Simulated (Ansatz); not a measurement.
# Mg2As (Immm) in Ansatz: equation of state

Aim: energy against volume of Mg2As in PBE, for its equilibrium volume and stiffness.

Program: Ansatz 0.2.0. These are calculated values, not measurements. Logs are shortened: lines on timing, memory, paths and dates and some standing lists are left out, and cuts for length are marked.

**1. The structure**

Symmetry: Immm, No. 71, orthorhombic system. The conventional cell has a = 3.835 Å, b = 5.609 Å, c = 11.909 Å, α = 90.00°, β = 90.00°, γ = 90.00°. Around As (site symmetry mm2) lie 8 Mg at 2.69 to 2.92 Å. Around Mg (site symmetry mm2) lie 4 As at 2.69 to 2.88 Å. Mg (site symmetry m2m) is surrounded by 2 Mg at 2.75 to 2.86 Å and 4 As at 2.92 Å.

The cell comes from a database or a generator and needn't be the stable form of this composition.

**2. Single point, PBE, 20.07 Å³/atom (volume scaled by 0.94)**

input.yaml reads:

```yaml
crystal:
  lattice:
    - [-1.8781242016, 2.7473589555, 5.8331649116]
    - [1.8781242016, -2.7473589555, 5.8331649116]
    - [1.8781242016, 2.7473589555, -5.8331649116]
  atoms:
    - { symbol: As, position: [0.355995, 0.855995, 0.5] }
    - { symbol: As, position: [0.644005, 0.144005, 0.5] }
    - { symbol: Mg, position: [0.197232, 0.197232, 0.0] }
    - { symbol: Mg, position: [0.255041, 0.5, 0.755041] }
    - { symbol: Mg, position: [0.744959, 0.5, 0.244959] }
    - { symbol: Mg, position: [0.802768, 0.802768, 0.0] }
hamiltonian:
  xc: pbe
  pseudopotentials: { kind: paw }
kpoints:
  mp_grid: { grid: [8, 8, 8] }
scf:
  occupations: { method: fermi_dirac, width: 0.05 }
output:
  forces: true
  stress: true
  eigenvalues: true
```

Potentials or basis: Ansatz PAW.

On the command line:

```
> ansatz run input.yaml --threads 2 --pin off --max-ram 5120MiB --backend cpu --events-out ev --progress --plain --runs-dir out
```

The log of the run:

```text
Warning: RAYON_NUM_THREADS=2 ignored (pool sized by the plan → 2); use --threads N
basis.fft_grid_basis auto: the FFT boxes are laid along the combinations [[1, 0, 1], [0, 1, 1], [0, 0, 1]] of the cell's own vectors, 5.495, 3.756 and 6.716 Å long. The dense box has 40×27×45 points. Along the cell's own vectors, as sized, it would have 45×45×45, 1.88 times as many. Of the 8 symmetry operations that the crystal satisfies within crystal.symmetry.tolerance (time reversal apart; of a slab, those that keep its plane) the dense box along the cell's own vectors carries 8, and the one as laid loses 6 of those. basis.fft_grid_basis: typed keeps the cell's own vectors: state it where this run's energies or levels are differenced outside the engine with another run's, or held beside a run that keeps those vectors.
Engine: ansatz 0.2.0, x86_64-unknown-linux-gnu
Pseudopotentials: kind: paw
Pseudopotential: As, paw, valence charge 15, recommended cutoff 420 eV (normal), As.paw.azcp
Pseudopotential: Mg, paw, valence charge 10, recommended cutoff 420 eV (normal), Mg.paw.azcp
Functional definition: PBE
  parameter kappa = 0.804
  parameter beta = 0.06672455060314922
  exchange = pbe_x(kappa = kappa, mu = beta*pi^2/3)
  correlation = pbe_c(beta = beta)
Crystal: 6 atoms, lattice volume = 120.394 Å³
Basis set: ecut = 420 eV, 2345 PW (Γ), FFT grids on a1+a3, a2+a3, a3, exchange–correlation on 80×54×90 points (8 copies of the dense FFT grid, shifted against one another)
Bands: 42, of which v1, the nominal top of the filled ones, is band 35 counted from 1 (34 counted from 0)
Symmetry: 8 space group operations
Space group: Immm (ITA 71), of the structure as read, at distance tolerance 4.9e-5 Å
k-points: 95 of 512
Non-local potential: As, projectors of the file, l = 0: 2, l = 1: 2, l = 2: 3, l = 3: 1
Non-local potential: Mg, projectors of the file, l = 0: 3, l = 1: 2, l = 2: 1
PAW form: soft (Blöchl's): semilocal exchange-correlation on the pseudo side does not see the compensation charge
PAW one-centre angular grid: As, 590 points (default); XC on 64 Gauss nodes
PAW one-centre angular grid: Mg, 110 points (default); XC on 64 Gauss nodes
Initial density: superposition of atomic densities (neutral atoms: chi_scale 0, normalization atom), corrected by the library's trained network
Initial wavefunctions: pseudopotential atomic-orbital guess
Functional: x = pbe(κ = 0.804, μ = 0.2195149727645171), c = pbe(β = 0.06672455060314922)
SCF iter   1: F=—  HF=-17409.570862 eV  |F-HF|=—  |Δ(HF+E_count)|=         —  Δρ=1.91e-3  dr2=7.17e-3  ethr=1.77e-3  ⟨swp⟩=7.3  Hψ=16699  notcnv=0  defer=7
preconditioner: auto → Kerker (q_TF=auto, 2.493 Å⁻¹)  [metal: Δε(μ)=0.056 eV  Ē_g=7.799 eV  σ=0.050 eV  W_gap=0.27  n_scr=34 (ndim 8)  ℏωp=14.4 eV  f_vac=0.000  D(μ)=0.81/eV (n_scr^D=2)]
SCF iter   2: F=—  HF=-17409.569692 eV  |F-HF|=—  |Δ(HF+E_count)|=   1.17e-3  Δρ=1.28e-3  dr2=3.71e-3  ethr=1.02e-5  ⟨swp⟩=1.6  Hψ=5479  notcnv=0  defer=25
SCF iter   3: F=—  HF=-17409.568947 eV  |F-HF|=—  |Δ(HF+E_count)|=   7.45e-4  Δρ=2.55e-4  dr2=1.70e-4  ethr=5.30e-6  ⟨swp⟩=2.0  Hψ=4502  notcnv=0  defer=25
SCF iter   4: F=—  HF=-17409.568896 eV  |F-HF|=—  |Δ(HF+E_count)|=   5.09e-5  Δρ=1.04e-4  dr2=1.91e-5  ethr=2.43e-7  ⟨swp⟩=2.0  Hψ=5817  notcnv=0  defer=25
SCF iter   5: F=—  HF=-17409.568893 eV  |F-HF|=—  |Δ(HF+E_count)|=   3.80e-6  Δρ=4.26e-5  dr2=2.76e-6  ethr=2.72e-8  ⟨swp⟩=2.0  Hψ=5649  notcnv=0  defer=25
SCF iter   6: F=—  HF=-17409.568891 eV  |F-HF|=—  |Δ(HF+E_count)|=   1.49e-6  Δρ=1.76e-5  dr2=6.13e-7  ethr=3.95e-9  ⟨swp⟩=2.0  Hψ=5648  notcnv=0  defer=25
SCF iter   7: F=-17409.568891 eV  HF=-17409.568891 eV  |F-HF|=2.35e-8  |Δ(HF+E_count)|=   8.77e-8  Δρ=5.37e-6  dr2=5.62e-8  ethr=1.43e-10  ⟨swp⟩=7.6  Hψ=17059  notcnv=0
SCF 1 converged in 7 iterations: F = -17409.568891 eV  dr2 = 5.62e-8
SCF converged after 7 iterations
Free energy (F): -17409.568891 eV
Harris-Foulkes:  -17409.568891 eV  (|F-HF|=2.35e-8)
Internal energy: -17409.561837 eV  (E = F + TS)
E sigma→0 (E₀):  -17409.565364 eV
Entropy (-TS):   -0.007054 eV (-1.176 meV/atom)
Fermi energy:    8.185109 eV
--- Per-component energies (eV) ---
  E_band       = -1843.277255
  E_kinetic    = 512.898416
  E_local      = -9815.422429  (includes V_loc(G=0)·N_el)
  E_nonlocal   = -959.187705
  E_hartree    = 4189.117817
  E_xc         = -276.466467
  E_vxc        = -311.040505  (∫ρ·V_xc dr)
  E_paw        = -4840.351961  (= ΣΔE_a)
  E_vpaw       = 351.232959  (= ΣTr[D̂ρ^β])
  E_aug_tail   = 0.000001  (compensation charges beyond the density's cutoff)
  E_ewald      = -6220.149509
  E_smearing   = -0.007054  (= −TS)
  E_closure    = -0.000000  (closes the sum)
  Σ components = -17409.568891   (vs F -17409.568891, Δ=0.00e0)
--- Forces (eV/Å), atoms counted from 1 ---
  atom   1  As    -0.00000000     0.00000000     0.12116817
  atom   2  As     0.00000000    -0.00000000    -0.12116817
  atom   3  Mg    -0.00000000     0.00000000    -0.18637425
  atom   4  Mg    -0.00000000    -0.14440117     0.00000000
  atom   5  Mg     0.00000000     0.14440117     0.00000000
  atom   6  Mg     0.00000000    -0.00000000     0.18637425
  max |Σ_I F_I| component: 5.55e-17 eV/Å
--- Stress (GPa, compression-positive) ---
        3.448243      -0.000000      -0.000000
       -0.000000       3.835366       0.000000
       -0.000000       0.000000       2.824033
  P = ⅓ Tr σ = 3.3692 GPa (33.692 kbar)
--- Band table (eV; the first three rows and the last of 95) ---
  k-point 0: bands = ["-67.9474", "-67.9471", "-67.8338", "-67.8258", "-34.7094", "-34.7089", "-34.7026", "-34.6970", "-34.6969", "-34.6949", "-34.6298", "-34.5891", "-34.5832", "-34.5805", "-34.5746", "-34.5457", "-26.7132", "-26.7111", "-26.7091", "-26.7083", "-26.7017", "-26.7006", "-26.6977", "-26.6972", "-26.6912", "-26.6885", "-3.6549", "-2.0591", "3.1271", "4.4261", "5.0125", "5.0300", "5.6808", "7.5734", "7.6426", "9.9094", "10.5305", "11.5422", "12.8596", "13.1527", "13.4507", "13.8604"]
  k-point 1: bands = ["-67.9474", "-67.9471", "-67.8335", "-67.8261", "-34.7093", "-34.7089", "-34.7022", "-34.6974", "-34.6972", "-34.6953", "-34.6267", "-34.5888", "-34.5833", "-34.5808", "-34.5753", "-34.5487", "-26.7132", "-26.7109", "-26.7091", "-26.7082", "-26.7019", "-26.7006", "-26.6978", "-26.6973", "-26.6908", "-26.6881", "-3.5060", "-2.0164", "3.2620", "4.2622", "4.3043", "5.9927", "6.0476", "6.7614", "6.8708", "9.8901", "11.1238", "11.4926", "12.7726", "12.9774", "13.2112", "13.9141"]
  k-point 2: bands = ["-67.9473", "-67.9471", "-67.8327", "-67.8269", "-34.7092", "-34.7089", "-34.7014", "-34.6988", "-34.6974", "-34.6961", "-34.6181", "-34.5879", "-34.5833", "-34.5816", "-34.5769", "-34.5574", "-26.7131", "-26.7107", "-26.7092", "-26.7081", "-26.7022", "-26.7008", "-26.6980", "-26.6976", "-26.6898", "-26.6871", "-3.1030", "-1.9067", "3.4178", "4.1277", "4.3453", "5.0075", "5.2166", "7.2931", "7.3964", "9.4979", "9.9961", "11.5455", "11.8675", "11.9305", "12.7099", "13.9414"]
  k-point 94: bands = ["-67.9474", "-67.9471", "-67.8338", "-67.8258", "-34.7092", "-34.7088", "-34.7025", "-34.6971", "-34.6970", "-34.6948", "-34.6299", "-34.5893", "-34.5832", "-34.5805", "-34.5746", "-34.5457", "-26.7136", "-26.7107", "-26.7098", "-26.7076", "-26.7020", "-26.7003", "-26.6976", "-26.6973", "-26.6914", "-26.6883", "-3.0072", "-2.9701", "3.3273", "3.7730", "5.7055", "6.3364", "6.3774", "6.9693", "8.5108", "8.5997", "10.1278", "10.2767", "10.9821", "13.1265", "13.8651", "14.4766"]
```

Wall time 19 s (2 threads of Intel Xeon at 2.50GHz (Skylake/Cascade Lake), shared host); peak memory 0.63 GiB.

What came out:

| Item | Value |
| --- | --- |
| Free energy | -17409.5689 eV |
| Pressure | 3.4 GPa |
| Largest force | 0.186 eV/Å |
| Band gap on the k mesh | none (metal or under the smearing width) |

**3. Single point, PBE, 20.49 Å³/atom (volume scaled by 0.96)**

input.yaml, as its differences from that of step 2:

```diff
@@ -2,5 +2,5 @@
   lattice:
-    - [-1.8781242016, 2.7473589555, 5.8331649116]
-    - [1.8781242016, -2.7473589555, 5.8331649116]
-    - [1.8781242016, 2.7473589555, -5.8331649116]
+    - [-1.8913508641, 2.7667071913, 5.8742448912]
+    - [1.8913508641, -2.7667071913, 5.8742448912]
+    - [1.8913508641, 2.7667071913, -5.8742448912]
   atoms:
```

Potentials or basis: Ansatz PAW.

On the command line:

```
> ansatz run input.yaml --threads 2 --pin off --max-ram 5120MiB --backend cpu --events-out ev --progress --plain --runs-dir out
```

Run time: 20 s. Hardware: 2 threads of Intel Xeon at 2.50GHz (Skylake/Cascade Lake), shared host; peak memory 0.63 GiB.

Results (log left out):

```
Free energy            : -17409.6121 eV
Pressure               : 2.1 GPa
Largest force          : 0.129 eV/Å
Band gap on the k mesh : none (metal or under the smearing width)
```

**4. Single point, PBE, 20.92 Å³/atom (volume scaled by 0.98)**

input.yaml, as its differences from that of step 3:

```diff
@@ -2,5 +2,5 @@
   lattice:
-    - [-1.8913508641, 2.7667071913, 5.8742448912]
-    - [1.8913508641, -2.7667071913, 5.8742448912]
-    - [1.8913508641, 2.7667071913, -5.8742448912]
+    - [-1.9043950754, 2.7857885335, 5.9147582052]
+    - [1.9043950754, -2.7857885335, 5.9147582052]
+    - [1.9043950754, 2.7857885335, -5.9147582052]
   atoms:
```

On the command line:

```
> ansatz run input.yaml --threads 2 --pin off --max-ram 5120MiB --backend cpu --events-out ev --progress --plain --runs-dir out
```

Run time: 21 s. Hardware: 2 threads of Intel Xeon at 2.50GHz (Skylake/Cascade Lake), shared host; peak memory 0.64 GiB.

Results (log left out):

```yaml
Free_energy: -17409.6355 eV
Pressure: 0.9 GPa
Largest_force: 0.095 eV/Å
Band_gap_on_the_k_mesh: none (metal or under the smearing width)
```

**5. Single point, PBE, 21.35 Å³/atom**

input.yaml, as its differences from that of step 4:

```diff
@@ -2,5 +2,5 @@
   lattice:
-    - [-1.9043950754, 2.7857885335, 5.9147582052]
-    - [1.9043950754, -2.7857885335, 5.9147582052]
-    - [1.9043950754, 2.7857885335, -5.9147582052]
+    - [-1.917263, 2.804612, 5.954724]
+    - [1.917263, -2.804612, 5.954724]
+    - [1.917263, 2.804612, -5.954724]
   atoms:
@@ -23 +23,5 @@
   eigenvalues: true
+  write_density: true
+  write_potential: true
+  elf: true
+  volumetric_format: npy
```

On the command line:

```
> ansatz run input.yaml --threads 2 --pin off --max-ram 5120MiB --backend cpu --events-out ev --progress --plain --runs-dir out
```

Run time: 30 s. Hardware: 2 threads of Intel Xeon at 2.50GHz (Skylake/Cascade Lake), shared host; peak memory 0.69 GiB.

It converged, with:

```yaml
Free_energy: -17409.6409 eV
Pressure: -0.2 GPa
Largest_force: 0.074 eV/Å
Band_gap_on_the_k_mesh: none (metal or under the smearing width)
```

**6. Single point, PBE, 21.77 Å³/atom (volume scaled by 1.02)**

input.yaml, as its differences from that of step 5:

```diff
@@ -2,5 +2,5 @@
   lattice:
-    - [-1.917263, 2.804612, 5.954724]
-    - [1.917263, -2.804612, 5.954724]
-    - [1.917263, 2.804612, -5.954724]
+    - [-1.929960476, 2.8231861307, 5.9941604076]
+    - [1.929960476, -2.8231861307, 5.9941604076]
+    - [1.929960476, 2.8231861307, -5.9941604076]
   atoms:
@@ -23,5 +23 @@
   eigenvalues: true
-  write_density: true
-  write_potential: true
-  elf: true
-  volumetric_format: npy
```

Potentials or basis: Ansatz PAW.

On the command line:

```
> ansatz run input.yaml --threads 2 --pin off --max-ram 5120MiB --backend cpu --events-out ev --progress --plain --runs-dir out
```

It took 22 s on 2 threads of Intel Xeon at 2.50GHz (Skylake/Cascade Lake), shared host; peak memory 0.65 GiB.

The run converged. Its results:

```yaml
Free_energy: -17409.6301 eV
Pressure: -1.1 GPa
Largest_force: 0.057 eV/Å
Band_gap_on_the_k_mesh: none (metal or under the smearing width)
```

**7. Single point, PBE, 22.20 Å³/atom (volume scaled by 1.04)**

input.yaml, as its differences from that of step 6:

```diff
@@ -2,5 +2,5 @@
   lattice:
-    - [-1.929960476, 2.8231861307, 5.9941604076]
-    - [1.929960476, -2.8231861307, 5.9941604076]
-    - [1.929960476, 2.8231861307, -5.9941604076]
+    - [-1.942493038, 2.8415190219, 6.0330846178]
+    - [1.942493038, -2.8415190219, 6.0330846178]
+    - [1.942493038, 2.8415190219, -6.0330846178]
   atoms:
```

On the command line:

```
> ansatz run input.yaml --threads 2 --pin off --max-ram 5120MiB --backend cpu --events-out ev --progress --plain --runs-dir out
```

It took 22 s on 2 threads of Intel Xeon at 2.50GHz (Skylake/Cascade Lake), shared host; peak memory 0.66 GiB.

The run converged. Its results:

* Free energy: -17409.6047 eV
* Pressure: -2.0 GPa
* Largest force: 0.064 eV/Å
* Band gap on the k mesh: none (metal or under the smearing width)

**8. Single point, PBE, 22.63 Å³/atom (volume scaled by 1.06)**

input.yaml, as its differences from that of step 7:

```diff
@@ -2,5 +2,5 @@
   lattice:
-    - [-1.942493038, 2.8415190219, 6.0330846178]
-    - [1.942493038, -2.8415190219, 6.0330846178]
-    - [1.942493038, 2.8415190219, -6.0330846178]
+    - [-1.9548659388, 2.8596183571, 6.0715129444]
+    - [1.9548659388, -2.8596183571, 6.0715129444]
+    - [1.9548659388, 2.8596183571, -6.0715129444]
   atoms:
```

On the command line:

```
> ansatz run input.yaml --threads 2 --pin off --max-ram 5120MiB --backend cpu --events-out ev --progress --plain --runs-dir out
```

It took 21 s on 2 threads of Intel Xeon at 2.50GHz (Skylake/Cascade Lake), shared host; peak memory 0.66 GiB.

It converged, with:

| Item | Value |
| --- | --- |
| Free energy | -17409.5662 eV |
| Pressure | -2.8 GPa |
| Largest force | 0.104 eV/Å |
| Band gap on the k mesh | none (metal or under the smearing width) |

**9. Equation of state, PBE**

Potentials or basis: Ansatz PAW.

No new run: the results of the series are fitted here.

What came out:

- Equilibrium volume: 21.27 Å³/atom
- Bulk modulus at fixed shape and positions: 51 GPa
- Pressure derivative of the bulk modulus: 4.1

Energy against volume, from the lowest point:
| volume (Å³/atom) | energy (meV/atom) |
| --- | --- |
| 20.066 | 12.00 |
| 20.493 | 4.80 |
| 20.919 | 0.90 |
| 21.346 | 0.00 |
| 21.773 | 1.79 |
| 22.200 | 6.02 |
| 22.627 | 12.45 |

Caveat: the cell was scaled at fixed shape and fractional positions, which overstates the stiffness of a crystal with free parameters, most of all of layers and chains.
